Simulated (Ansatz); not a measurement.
# C2H3Cl2F (1,1-dichloro-1-fluoroethane), step by step

Wanted: a series of 46 runs (CASCI(4,5)/cc-pVDZ, MP2/cc-pVTZ, UMP2/cc-pVTZ, UHF/cc-pVTZ, MP2/cc-pVDZ, UMP2/cc-pVDZ, UHF/cc-pVDZ, HF/aug-cc-pVDZ, and more) of C2H3Cl2F and its partners. 

The calculation is run with Ansatz 0.2.0.

## (1) Starting point

C2H3Cl2F has 8 atoms, charge 0, and is taken as a singlet. As SMILES, `CC(F)(Cl)Cl`. The coordinates come from a PBE0-D4/def2-TZVP relaxation.

Bond lengths: C1–C2 1.502 Å, C2–F3 1.348 Å, C2–Cl4 1.776 Å, C2–Cl5 1.776 Å, C1–H6 1.091 Å, C1–H7 1.091 Å, C1–H8 1.088 Å. Some angles: C1–C2–F3 110.1°, C1–C2–Cl4 111.1°, C1–C2–Cl5 111.1°, F3–C2–Cl4 107.6°, F3–C2–Cl5 107.6°, Cl4–C2–Cl5 109.3°, C2–C1–H6 108.9°, C2–C1–H7 108.9°, C2–C1–H8 110.1°, H6–C1–H7 109.8°.

## (2) A single-point energy at CASCI(4,5)/cc-pVDZ (run 1)

The input, molecule.yaml:

```yaml
basis:
  gaussian: {orbitals: cc-pVDZ}
crystal:
  periodic: [false, false, false]
  atoms:
    - {symbol: C, position_ang: [-0.133500, -0.505900, 0.646300]}
    - {symbol: C, position_ang: [0.199400, 0.391300, -0.511300]}
    - {symbol: F, position_ang: [1.523600, 0.643200, -0.537400]}
    - {symbol: Cl, position_ang: [-0.232400, -0.372700, -2.055900]}
    - {symbol: Cl, position_ang: [-0.641100, 1.950200, -0.373000]}
    - {symbol: H, position_ang: [0.163400, -0.011800, 1.572000]}
    - {symbol: H, position_ang: [0.414900, -1.442000, 0.535900]}
    - {symbol: H, position_ang: [-1.202100, -0.709300, 0.667600]}
correlation:
  active_space: {window: {electrons: 4, orbitals: 5}, fixed_orbitals: true, states: [{multiplicity: 1, weights: [1]}]}
```

Started as:

```sh
ansatz run molecule.yaml --threads 1 --pin off --max-ram 3480MiB --events-out events.jsonl --progress --plain --runs-dir runs
```

Log:

```text
Warning: RAYON_NUM_THREADS=1 ignored (pool sized by the plan → 1); use --threads N
Functional definition: HF
  name "HF"
  exchange = exact_x
  correlation = 0
908 factors; integrals over basis functions are off by at most 1.2e-3 eV
mean field evaluation 1: about -29818.2848 eV, gradient 3.6e1 eV
mean field evaluation 2: about -29818.4547 eV, gradient 3.6e1 eV
mean field evaluation 4: about -29821.6599 eV, gradient 3.4e0 eV
mean field evaluation 8: about -29821.7153 eV, gradient 2.2e-1 eV
mean field -29821.71553162 eV, -1095.9278319022 hartree, gradient 4.5e-6 eV, S^2 0.000000; 0 other end points of the search recorded, 0 dependent functions left out
reference -29821.71553162 eV, -1095.9278319022 hartree; 29, 29 occupied and 64, 64 virtual orbitals, 908 factors
state -29821.74012489 eV, -1095.9287356882 hartree
Total energy: -29821.74012489 eV, -1095.9287356882 hartree
```

It took 1.4 s on 1 thread of Arm Neoverse V1, shared host; peak memory 0.16 GiB.

## (3) A single-point energy at CASCI(4,5)/cc-pVDZ (2 roots) (run 2)

The input, job.yaml:

```yaml
crystal:
  periodic: [false, false, false]
  atoms:
    - symbol: C
      position_ang: [-0.133500, -0.505900, 0.646300]
    - symbol: C
      position_ang: [0.199400, 0.391300, -0.511300]
    - symbol: F
      position_ang: [1.523600, 0.643200, -0.537400]
    - symbol: Cl
      position_ang: [-0.232400, -0.372700, -2.055900]
    - symbol: Cl
      position_ang: [-0.641100, 1.950200, -0.373000]
    - symbol: H
      position_ang: [0.163400, -0.011800, 1.572000]
    - symbol: H
      position_ang: [0.414900, -1.442000, 0.535900]
    - symbol: H
      position_ang: [-1.202100, -0.709300, 0.667600]
basis:
  gaussian:
    orbitals: cc-pVDZ
correlation:
  active_space:
    window: {electrons: 4, orbitals: 5}
    fixed_orbitals: true
    states: [{multiplicity: 1, weights: [1, 1]}]
```

Started as:

```sh
ansatz run job.yaml --threads 1 --pin off --max-ram 3480MiB --events-out events.jsonl --progress --plain --runs-dir runs
```

Log:

```text
Warning: RAYON_NUM_THREADS=1 ignored (pool sized by the plan → 1); use --threads N
Functional definition: HF
  name "HF"
  exchange = exact_x
  correlation = 0
1831 factors; integrals over basis functions are off by at most 2.0e-7 eV
mean field evaluation 1: about -29818.2987 eV, gradient 3.6e1 eV
mean field evaluation 2: about -29818.4561 eV, gradient 3.6e1 eV
mean field evaluation 4: about -29821.6606 eV, gradient 3.4e0 eV
mean field evaluation 8: about -29821.7156 eV, gradient 2.2e-1 eV
mean field -29821.71587614 eV, -1095.9278445630 hartree, gradient 3.8e-6 eV, S^2 0.000000; 0 other end points of the search recorded, 0 dependent functions left out
reference -29821.71587614 eV, -1095.9278445630 hartree; 29, 29 occupied and 64, 64 virtual orbitals, 1831 factors
state -29821.74046970 eV, -1095.9287483599 hartree
state -29812.32947354 eV, -1095.5829006300 hartree
Total energy: -29817.03497162 eV, -1095.7558244949 hartree
```

Run time: 3.6 s. Hardware: 1 thread of Arm Neoverse V1, shared host; peak memory 0.26 GiB.

Runs 3 to 26 aren't shown in full; the table further down has their settings and results.

## (4) A single-point energy at MP2/cc-pVDZ (run 27)

The input, run.yaml:

```yaml
crystal:
  periodic: [false, false, false]
  atoms:
    - {symbol: C, position_ang: [-0.133500, -0.505900, 0.646300]}
    - {symbol: C, position_ang: [0.199400, 0.391300, -0.511300]}
    - {symbol: F, position_ang: [1.523600, 0.643200, -0.537400]}
    - {symbol: Cl, position_ang: [-0.232400, -0.372700, -2.055900]}
    - {symbol: Cl, position_ang: [-0.641100, 1.950200, -0.373000]}
    - {symbol: H, position_ang: [0.163400, -0.011800, 1.572000]}
    - {symbol: H, position_ang: [0.414900, -1.442000, 0.535900]}
    - {symbol: H, position_ang: [-1.202100, -0.709300, 0.667600]}
basis:
  gaussian:
    orbitals: cc-pVDZ
correlation:
  method: mp2
  electrons: valence
```

Started as:

```sh
ansatz run run.yaml --threads 1 --pin off --max-ram 3480MiB --events-out events.jsonl --progress --plain --runs-dir runs
```

Log:

```text
Warning: RAYON_NUM_THREADS=1 ignored (pool sized by the plan → 1); use --threads N
Functional definition: HF
  name "HF"
  exchange = exact_x
  correlation = 0
908 factors; integrals over basis functions are off by at most 1.2e-3 eV
mean field evaluation 1: about -29818.2848 eV, gradient 3.6e1 eV
mean field evaluation 2: about -29818.4547 eV, gradient 3.6e1 eV
mean field evaluation 4: about -29821.6599 eV, gradient 3.4e0 eV
mean field evaluation 8: about -29821.7153 eV, gradient 2.2e-1 eV
mean field -29821.71553162 eV, -1095.9278319022 hartree, gradient 4.5e-6 eV, S^2 0.000000; 0 other end points of the search recorded, 0 dependent functions left out
13 core orbitals not correlated: weight in the atoms' cores, before any rotation towards them, 1.000 or more for the frozen orbitals, at most 0.000 for the correlated occupied ones
reference -29821.71553162 eV, -1095.9278319022 hartree; 16, 16 occupied and 64, 64 virtual orbitals, 908 factors
second order -20.15434144 eV of doubles, -0.00000000 eV of singles
Total energy: -29841.86987306 eV, -1096.6684902889 hartree
```

Run time: 1.9 s. Hardware: 1 thread of Arm Neoverse V1, shared host; peak memory 0.16 GiB.

Runs 28 to 45 aren't shown in full; the table further down has their settings and results.

## (5) A single-point energy at CASCI(8,8)/def2-TZVP (3 roots) (run 46)

The input, in.yaml:

```yaml
crystal:
  periodic: [false, false, false]
  atoms:
    - {symbol: C, position_ang: [-0.133500, -0.505900, 0.646300]}
    - {symbol: C, position_ang: [0.199400, 0.391300, -0.511300]}
    - {symbol: F, position_ang: [1.523600, 0.643200, -0.537400]}
    - {symbol: Cl, position_ang: [-0.232400, -0.372700, -2.055900]}
    - {symbol: Cl, position_ang: [-0.641100, 1.950200, -0.373000]}
    - {symbol: H, position_ang: [0.163400, -0.011800, 1.572000]}
    - {symbol: H, position_ang: [0.414900, -1.442000, 0.535900]}
    - {symbol: H, position_ang: [-1.202100, -0.709300, 0.667600]}
basis:
  gaussian:
    orbitals: def2-TZVP
correlation:
  active_space: {window: {electrons: 8, orbitals: 8}, fixed_orbitals: true, states: [{multiplicity: 1, weights: [1, 1, 1]}]}
```

Started as:

```sh
ansatz run in.yaml --threads 1 --pin off --max-ram 3480MiB --events-out events.jsonl --progress --plain --runs-dir runs
```

Log:

```text
Warning: RAYON_NUM_THREADS=1 ignored (pool sized by the plan → 1); use --threads N
Functional definition: HF
  name "HF"
  exchange = exact_x
  correlation = 0
2472 factors; integrals over basis functions are off by at most 2.1e-7 eV
mean field evaluation 1: about -29820.4670 eV, gradient 3.6e1 eV
mean field evaluation 2: about -29820.7165 eV, gradient 3.7e1 eV
mean field evaluation 4: about -29823.8973 eV, gradient 4.1e0 eV
mean field evaluation 8: about -29823.9703 eV, gradient 8.2e-2 eV
mean field -29823.97038838 eV, -1096.0106963597 hartree, gradient 2.6e-6 eV, S^2 0.000000; 0 other end points of the search recorded, 0 dependent functions left out
reference -29823.97038838 eV, -1096.0106963597 hartree; 29, 29 occupied and 156, 156 virtual orbitals, 2472 factors
state -29824.01592815 eV, -1096.0123699155 hartree
state -29814.93012965 eV, -1095.6784729790 hartree
state -29814.62113571 eV, -1095.6671176614 hartree
Total energy: -29817.85573117 eV, -1095.7859868520 hartree
```

It took 13 s on 1 thread of Arm Neoverse V1, shared host; peak memory 0.65 GiB.

The roots found:

```
excited state  energy (eV)  label
            1        9.086      A
            2        9.395      A
```

## (6) All runs side by side

```
run                                                level  number of roots  frozen core orbitals  partner             energy (Eh)  wall time
  1                                   CASCI(4,5)/cc-pVDZ                1                     –     base            -1095.928736      1.4 s
  2                         CASCI(4,5)/cc-pVDZ (2 roots)                2                     –     base  -1095.755824 (average)      3.6 s
  3                         CASCI(4,5)/cc-pVDZ (3 roots)                3                     –     base  -1095.692000 (average)      3.3 s
  4                         CASCI(4,5)/cc-pVDZ (4 roots)                4                     –     base  -1095.646097 (average)      3.3 s
  5                         CASCI(4,5)/cc-pVDZ (6 roots)                6                     –     base  -1095.585534 (average)      3.6 s
  6                         CASCI(4,5)/cc-pVDZ (8 roots)                8                     –     base  -1095.516787 (average)      3.3 s
  7                                          MP2/cc-pVTZ                –                    13     base            -1096.990292      7.8 s
  8                                         UMP2/cc-pVTZ                –                     1    atoms              -37.758487      0.1 s
  9                                         UMP2/cc-pVTZ                –                     5    atoms             -459.643362     0.18 s
 10                                         UMP2/cc-pVTZ                –                     1    atoms              -99.605360     0.12 s
 11                                          UHF/cc-pVTZ                –                     –    atoms               -0.499810     0.04 s
 12                                          MP2/cc-pVTZ                –                    13     base            -1096.990292      7.8 s
 13                                         UMP2/cc-pVTZ                –                     1    atoms              -37.758487      0.1 s
 14                                         UMP2/cc-pVTZ                –                     5    atoms             -459.643362     0.18 s
 15                                         UMP2/cc-pVTZ                –                     1    atoms              -99.605360     0.12 s
 16                                          UHF/cc-pVTZ                –                     –    atoms               -0.499810     0.04 s
 17                                          MP2/cc-pVTZ                –                     0     base            -1097.102085      8.7 s
 18                                         UMP2/cc-pVTZ                –                     0    atoms              -37.767239      0.1 s
 19                                         UMP2/cc-pVTZ                –                     0    atoms             -459.675714     0.18 s
 20                                         UMP2/cc-pVTZ                –                     0    atoms              -99.617373     0.12 s
 21                                          UHF/cc-pVTZ                –                     –    atoms               -0.499810     0.04 s
 22                                          MP2/cc-pVDZ                –                    13     base            -1096.668490      1.8 s
 23                                         UMP2/cc-pVDZ                –                     1    atoms              -37.738309     0.06 s
 24                                         UMP2/cc-pVDZ                –                     5    atoms             -459.580938      0.1 s
 25                                         UMP2/cc-pVDZ                –                     1    atoms              -99.515840     0.06 s
 26                                          UHF/cc-pVDZ                –                     –    atoms               -0.499278     0.04 s
 27                                          MP2/cc-pVDZ                –                    13     base            -1096.668490      1.9 s
 28                                         UMP2/cc-pVDZ                –                     1    atoms              -37.738309     0.06 s
 29                                         UMP2/cc-pVDZ                –                     5    atoms             -459.580938      0.1 s
 30                                         UMP2/cc-pVDZ                –                     1    atoms              -99.515840     0.06 s
 31                                          UHF/cc-pVDZ                –                     –    atoms               -0.499278     0.04 s
 32                                          MP2/cc-pVDZ                –                     0     base            -1096.688220        2 s
 33                                         UMP2/cc-pVDZ                –                     0    atoms              -37.739655     0.06 s
 34                                         UMP2/cc-pVDZ                –                     0    atoms             -459.586607      0.1 s
 35                                         UMP2/cc-pVDZ                –                     0    atoms              -99.517755     0.06 s
 36                                          UHF/cc-pVDZ                –                     –    atoms               -0.499278     0.04 s
 37                 HF/aug-cc-pVDZ (Coulomb fitting set)                –                     –     base                       –       12 s
 38                 HF/aug-cc-pVDZ (Coulomb fitting set)                –                     –     base                       –        9 s
 39  HF/aug-cc-pVDZ (density fitting with cc-pVTZ-jkfit)                –                     –     base            -1095.947616       12 s
 40                       CASCI(2,2)/def2-TZVP (3 roots)                3                     –     base  -1095.507421 (average)       13 s
 41                       CASCI(2,3)/def2-TZVP (3 roots)                3                     –     base  -1095.744824 (average)       13 s
 42                       CASCI(4,4)/def2-TZVP (3 roots)                3                     –     base  -1095.771683 (average)       13 s
 43                       CASCI(4,5)/def2-TZVP (3 roots)                3                     –     base  -1095.775191 (average)       13 s
 44                       CASCI(6,6)/def2-TZVP (3 roots)                3                     –     base  -1095.780156 (average)       13 s
 45                       CASCI(6,7)/def2-TZVP (3 roots)                3                     –     base  -1095.781310 (average)       13 s
 46                       CASCI(8,8)/def2-TZVP (3 roots)                3                     –     base  -1095.785987 (average)       13 s
```

Convergence of the lowest excitation energy within this active space of singlet C2H3Cl2F with the active orbitals, against the last point:

```
active orbitals  from the last (eV)  wall time
          (2,2)             +2.6377       13 s
          (2,3)             +0.4280       13 s
          (4,4)             +0.4321       13 s
          (4,5)             +0.2825       13 s
          (6,6)             +0.1993       13 s
          (6,7)             +0.1587       13 s
          (8,8)             +0.0000       13 s
```

## (7) What came out

| quantity | value |
| --- | --- |
| run 46, CASCI(8,8)/def2-TZVP: average energy of the states | -1095.78599 Eh |
| run 46, CASCI(8,8)/def2-TZVP: lowest excitation energy within this active space | 9.09 eV |

What this shows: Rows marked as averages are means over several states, not the energy of one. All runs together took 2.9 min, the longest 13 s. 2 of the 46 runs ended normally but are set aside, since settings or state are in doubt.
